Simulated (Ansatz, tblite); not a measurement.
# The cluster Li4Te2+: a ladder of methods and basis sets

An exercise on one series of results from a longer session: the logs are not shown, and one member is left open.

Program: Ansatz 0.2.0, Gaussian basis. Level of theory: as each input shows. These are calculated values, not measurements.

Plan: GFN1-xTB, GFN2-xTB, PBE-D4/def2-TZVP, r2SCAN-D4/def2-TZVP, LC-ωPBE/def2-TZVP, revPBE-D4/def2-TZVP, BHLYP-D4/def2-TZVP, PBE-QIDH/def2-TZVP, HSE06-D4/def2-TZVP, PBE+5HF/def2-TZVP, PBE+10HF/def2-TZVP, PBE+15HF/def2-TZVP, PBE+35HF/def2-TZVP, PBE+50HF/def2-TZVP, PBE-D4/def2-SVP, PBE0-D4/def2-SVP, CCSD(T)/def2-SVP, MP2/def2-TZVP, RPA/def2-TZVP.

1 further run of the same task is left out (set aside as unsound or not needed). Runs told in other sessions of the task aren't counted.

## The geometry

The doublet was relaxed beforehand with PBE-D4/def2-SVP. At that level it is the lowest of the isomers that a small search found.

6 atoms, charge 1, spin multiplicity 2.

Bond lengths: Li1–Te5 2.629 Å, Li1–Te6 2.728 Å, Li2–Te5 2.632 Å, Li2–Te6 2.725 Å, Li3–Te5 2.649 Å, Li3–Te6 2.693 Å, Li4–Te6 2.539 Å. Angles: Te5–Li1–Te6 82.2°, Te5–Li2–Te6 82.3°, Te5–Li3–Te6 82.5°, Li1–Te5–Li2 84.9°, Li1–Te5–Li3 81.6°, Li2–Te5–Li3 81.8°, Li1–Te6–Li2 81.3°, Li1–Te6–Li3 79.1°, Li1–Te6–Li4 114.4°, Li2–Te6–Li3 79.4°, Li2–Te6–Li4 117.1°, Li3–Te6–Li4 159.2°.

Te takes a core potential in the def2 sets. No spin-orbit coupling is included. The ion is computed in the gas phase, without counter-ions or solvent.

PBE0-D4/def2-TZVP was run before; its log isn't repeated, and its numbers join the tables.

Set-up of the first run:

Tight binding, by tblite at 300 K electronic temperature and without a spin-polarisation term:

```python
tblite.interface.Calculator('GFN1-xTB', numbers, positions, charge=1, uhf=1).singlepoint()
```

Tight binding, by tblite at 300 K electronic temperature and without a spin-polarisation term:

```python
tblite.interface.Calculator('GFN2-xTB', numbers, positions, charge=1, uhf=1).singlepoint()
```

start.molden holds the orbitals of an earlier run on this state, given as this run's starting guess.

The input, in.yaml:

```yaml
crystal:
  periodic: [false, false, false]
  atoms:
    - {symbol: Li, position_ang: [-0.052330, -1.324859, -1.566507]}
    - {symbol: Li, position_ang: [-1.751305, 0.979714, 0.535308]}
    - {symbol: Li, position_ang: [1.416977, 1.666143, -0.671398]}
    - {symbol: Li, position_ang: [0.648167, -2.114404, 2.734484]}
    - {symbol: Te, position_ang: [-0.855031, 1.151935, -1.933471]}
    - {symbol: Te, position_ang: [0.593522, -0.358528, 0.901594]}
basis:
  gaussian: {orbitals: def2-TZVP, initial_orbitals: start.molden}
total_charge: 1
magnetization: {spin_polarized: true, initial_magnetization: 1}
hamiltonian: {xc: pbe, dispersion: d4}
scf: {omitted_lower_state_checks: [starts]}
output: {orbitals: {seedname: orbitals}}
```

Command:

```sh
ansatz run in.yaml --threads 4 --pin off --events-out ev --progress --plain --max-ram 3916MiB
```

Steps of the session up to this table: PBE-D4/def2-TZVP; r2SCAN-D4/def2-TZVP; LC-ωPBE/def2-TZVP; revPBE-D4/def2-TZVP; BHLYP-D4/def2-TZVP; PBE-QIDH/def2-TZVP; HSE06-D4/def2-TZVP; PBE+5HF/def2-TZVP; PBE+10HF/def2-TZVP; PBE+15HF/def2-TZVP; PBE+35HF/def2-TZVP; PBE+50HF/def2-TZVP; PBE-D4/def2-SVP; PBE0-D4/def2-SVP; CCSD(T)/def2-SVP; MP2/def2-TZVP; RPA/def2-TZVP.

One of the session's tables, all rows but one given; the rest of the session is left out.

| level | HOMO (eV) | LUMO (eV) | gap (eV) |
| --- | --- | --- | --- |
| PBE-D4/def2-SVP | -7.91 | -7.21 | 0.70 |
| PBE-D4/def2-TZVP | -7.91 | -7.19 | 0.72 |
| revPBE-D4/def2-TZVP | ? | ? | ? |
| r2SCAN-D4/def2-TZVP | -8.13 | -6.92 | 1.21 |
| PBE0-D4/def2-SVP | -8.87 | -6.50 | 2.38 |
| PBE0-D4/def2-TZVP | -8.85 | -6.45 | 2.40 |
| HSE06-D4/def2-TZVP | -8.48 | -6.81 | 1.67 |
| BHLYP-D4/def2-TZVP | -9.61 | -5.64 | 3.98 |
| LC-ωPBE/def2-TZVP | -11.15 | -4.41 | 6.74 |
| PBE+5HF/def2-TZVP | -8.09 | -7.05 | 1.05 |
| PBE+10HF/def2-TZVP | -8.28 | -6.90 | 1.38 |
| PBE+15HF/def2-TZVP | -8.47 | -6.75 | 1.72 |
| PBE+35HF/def2-TZVP | -9.24 | -6.15 | 3.09 |
| PBE+50HF/def2-TZVP | -9.82 | -5.68 | 4.14 |

**Question.** Estimate the row for revPBE-D4/def2-TZVP.

**Answer.** HOMO (eV): -7.85; LUMO (eV): -7.08; gap (eV): 0.77. In the column «HOMO (eV)» it is the highest.
